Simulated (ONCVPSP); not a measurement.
# An ONCV potential for bromine, from input to tests

Task: generate the file, and judge it by its errors in other configurations, its logarithmic derivatives, its ghosts and its cutoff.

Program: ONCVPSP 4.0.1. Reference atom: PBEsol, scalar-relativistic, spherical and spin-unpolarised. All values are calculated.

### Step 1. Settings

The settings as typed:

| Item | Value |
| --- | --- |
| element | bromine (Br, Z = 35) |
| type | optimised norm-conserving Vanderbilt (ONCV) |
| frozen core | [Ar] |
| valence charge | 17 |
| reference configuration | 3d10 4s2 4p4.5 (charge +0.5) |
| partial waves | 4s: rc 1.45 bohr, ncon 3, nbas 7, qcut 3.8 1/bohr, 2 projectors, debl 0.6 Ha; 4p: rc 1.30 bohr, ncon 4, nbas 9, qcut 5.4 1/bohr, 2 projectors, debl 2.4 Ha; 3d: rc 0.60 bohr, ncon 4, nbas 8, qcut 22.4 1/bohr, 2 projectors, debl 1.9 Ha |
| local potential | polynomial inside 0.60 bohr (lpopt 5, dvloc0 0 Ha) |
| core correction | not asked for |

### Step 2. The generation run

Contents of Br.dat:

```
# ATOM AND REFERENCE CONFIGURATION
# atsym  z   nc   nv     iexc    psfile
  Br 35.00    5    3  -116133      upf
#
#   n    l    f
    1    0    2.00
    2    0    2.00
    2    1    6.00
    3    0    2.00
    3    1    6.00
    3    2   10.00
    4    0    2.00
    4    1    4.50
#
# PSEUDOPOTENTIAL AND OPTIMIZATION
# lmax
    2
#
#   l,   rc,      ep,       ncon, nbas, qcut
    0    1.45    0.00    3    7    3.80
    1    1.30    0.00    4    9    5.40
    2    0.60    0.00    4    8   22.40
#
# LOCAL POTENTIAL
# lloc, lpopt,  rc(5),   dvloc0
    4    5    0.60    0.00
#
# VANDERBILT-KLEINMAN-BYLANDER PROJECTORs
# l, nproj, debl
    0    2    0.60
    1    2    2.40
    2    2    1.90
#
# MODEL CORE CHARGE
# icmod, fcfact, rcfact
    0    0.00    0.00
#
# LOG DERIVATIVE ANALYSIS
# epsh1, epsh2, depsh
   -4.00    5.00    0.02
#
# OUTPUT GRID
# rlmax, drl
    6.00    0.01
#
# TEST CONFIGURATIONS
# ncnf
    4
# nvcnf
#   n    l    f
    3
    3    2   10.00
    4    0    2.00
    4    1    5.00
#
    3
    3    2   10.00
    4    0    2.00
    4    1    4.00
#
    3
    3    2   10.00
    4    0    2.00
    4    1    3.00
#
    3
    3    2    9.00
    4    0    2.00
    4    1    6.00
#
```

On the command line:

```bash
$ oncvpsp.x < Br.dat > Br.out
```

Q: Predict the outcome of this session. Wanted: cutoffs for 1 and 0.1 mHa per electron, occupied waves; bound ghosts; GHOST(+) flags; largest test error; largest phase difference near zero energy, channels read; projector energies reset by the program.

**Answer**, as computed:

```
                                                quantity                                     value
  cutoffs for 1 and 0.1 mHa per electron, occupied waves                         229 Ha and 333 Ha
                                            bound ghosts                           s at -336.26 eV
                                          GHOST(+) flags                                p at 25 eV
                            largest test error (AE − PS)                 -751 meV, for 3d9 4s2 4p6
largest phase difference near zero energy, channels read                                 0.003 rad
                 projector energies reset by the program  s: -0.922, 0.250 Ha; d: -2.649, 0.250 Ha
```

**Reading.** It has a bound ghost (s), a state that the atom doesn't have, and that rules the file out. By total energies transferability is poor: the largest error is 751 meV on 59.2 eV, for 3d9 4s2 4p6. That test lies far up in energy; among those under 40 eV, nearer to bonding, the largest error is 2.7 meV. The potential is very hard: the looser tolerance needs 229 Ha. At the looser tolerance the 3d wave is the slowest; 4s needs 56 Ha. Near zero energy the phases of the channels with partial waves agree within 0.003 rad. The pseudo curves have a pole with no partner nearby in the atom's: p at 0.92 Ha. At positive energy that is a spurious or a displaced resonance. The program also flags highly localised states, GHOST(+) (p). These are tests on the free atom; a crystal test is still owed.
